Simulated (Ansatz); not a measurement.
# HOF (hypofluorous acid) at r2SCAN/STO-3G

Aim: the electronic atomisation energy of HOF (hypofluorous acid) at r2SCAN/STO-3G, from 4 runs. 

The results are computed with Ansatz 0.2.0.

41 further runs of the same task are left out: 1 that didn't finish, 40 set aside as unsound or not needed.

## 1. The molecule

The species is HOF (3 atoms), meant as a singlet with charge 0. SMILES: `OF`. The coordinates come from a GFN2-xTB relaxation.

Bond lengths: O1–F2 1.386 Å, O1–H3 0.971 Å. Angles: F2–O1–H3 102.3°.

## 2. The energy at r2SCAN/STO-3G

File input.yaml:

```yaml
crystal:
  periodic: [false, false, false]
  atoms:
    - {symbol: O, position_ang: [0.414430, -0.197140, 0.208800]}
    - {symbol: F, position_ang: [-0.212000, 1.020440, -0.004820]}
    - {symbol: H, position_ang: [-0.202430, -0.823300, -0.203980]}
basis:
  gaussian:
    orbitals: STO-3G
total_charge: 0
hamiltonian:
  xc: {name: r2SCAN}
accuracy: high
```

On the command line:

```console
$ ansatz run input.yaml --threads 1 --pin off --max-ram 2610MiB --events-out events.jsonl --progress --plain --runs-dir runs
```

What it wrote:

```text
Warning: RAYON_NUM_THREADS=1 ignored (pool sized by the plan → 1); use --threads N
Functional definition: r2SCAN
  name "r2SCAN"
  parameter k0 = 0.174
  parameter k1 = 0.065
  parameter a1 = 4.9479
  exchange = r2scan_x(k0 = k0, k1 = k1, a1 = a1)
  correlation = r2scan_c
168 factors; integrals over basis functions are off by at most 3.5e-8 eV
mean field evaluation 1: about -4707.7874 eV, gradient 6.8e0 eV
mean field evaluation 2: about -4707.8868 eV, gradient 5.2e0 eV
mean field evaluation 4: about -4707.9704 eV, gradient 1.7e-1 eV
mean field evaluation 8: about -4707.9215 eV, gradient 1.1e-3 eV
mean field evaluation 16: about -4707.9215 eV, gradient 2.0e-8 eV
mean field -4707.92153672 eV, -173.0129253307 hartree, gradient 2.0e-8 eV, S^2 0.000000; 0 other end points of the search recorded, 0 dependent functions left out
reference -4707.92153692 eV, -173.0129253379 hartree; 9, 9 occupied and 2, 2 virtual orbitals, 168 factors
Total energy: -4707.92153692 eV, -173.0129253379 hartree
```

Wall time 1 s (1 thread of Arm Neoverse V2, shared host); peak memory 0.1 GiB.

## 3. The F atom

File input.yaml:

```yaml
crystal:
  periodic: [false, false, false]
  atoms:
    - {symbol: F, position_ang: [0.000000, 0.000000, 0.000000]}
basis:
  gaussian:
    orbitals: STO-3G
total_charge: 0
magnetization:
  spin_polarized: true
  initial_magnetization: 1
hamiltonian:
  xc: r2scan
accuracy: high
```

On the command line:

```console
$ ansatz run input.yaml --threads 1 --pin off --max-ram 2610MiB --events-out events.jsonl --progress --plain --runs-dir runs
```

What it wrote:

```text
Warning: RAYON_NUM_THREADS=1 ignored (pool sized by the plan → 1); use --threads N
[... 7 set-up lines as earlier in the session ...]
15 factors; integrals over basis functions are off by at most 1.2e-9 eV
mean field evaluation 1: about -2673.6189 eV, gradient 3.7e-11 eV
mean field evaluation 2: about -2673.6118 eV, gradient 2.3e-10 eV
mean field -2673.61177762 eV, -98.2534205883 hartree, gradient 0.0e0 eV, S^2 0.750000; 0 other end points of the search recorded, 0 dependent functions left out
reference -2673.61177767 eV, -98.2534205903 hartree; 5, 4 occupied and 0, 1 virtual orbitals, 15 factors
Total energy: -2673.61177767 eV, -98.2534205903 hartree
```

It took 0.52 s on 1 thread of Arm Neoverse V2, shared host; peak memory 0.092 GiB.

## 4. The H atom, same level

File job.yaml:

```yaml
crystal:
  periodic: [false, false, false]
  atoms:
    - {symbol: H, position_ang: [0.000000, 0.000000, 0.000000]}
basis:
  gaussian:
    orbitals: STO-3G
accuracy: high
hamiltonian:
  xc: {name: r2SCAN}
magnetization:
  spin_polarized: true
  initial_magnetization: 1
```

Run the same way, it converges to -0.46646 Eh (log not shown).

## 5. The O atom, same level

File job.yaml:

```yaml
crystal:
  periodic: [false, false, false]
  atoms:
    - {symbol: O, position_ang: [0.000000, 0.000000, 0.000000]}
basis:
  gaussian:
    orbitals: STO-3G
total_charge: 0
magnetization:
  spin_polarized: true
  initial_magnetization: 2
hamiltonian:
  xc: {name: r2SCAN}
accuracy: high
```

Run the same way, it converges to -74.01525 Eh (log not shown).

## 6. Outcome

Level: r2SCAN/STO-3G.

| quantity | value |
| --- | --- |
| molecule: total energy | -173.01293 Eh |
| F atom: total energy | -98.25342 Eh |
| F atom: ⟨S²⟩ | 0.750 |
| H atom: total energy | -0.46646 Eh |
| H atom: ⟨S²⟩ | 0.750 |
| O atom: total energy | -74.01525 Eh |
| O atom: ⟨S²⟩ | 2.000 |
| electronic atomisation energy | 7.559 eV |

In words: Taking the molecule apart into free atoms costs 7.56 eV (174 kcal/mol), before zero-point energy and without spin-orbit coupling. In a minimal basis such a difference can be off by several eV, whatever the method.
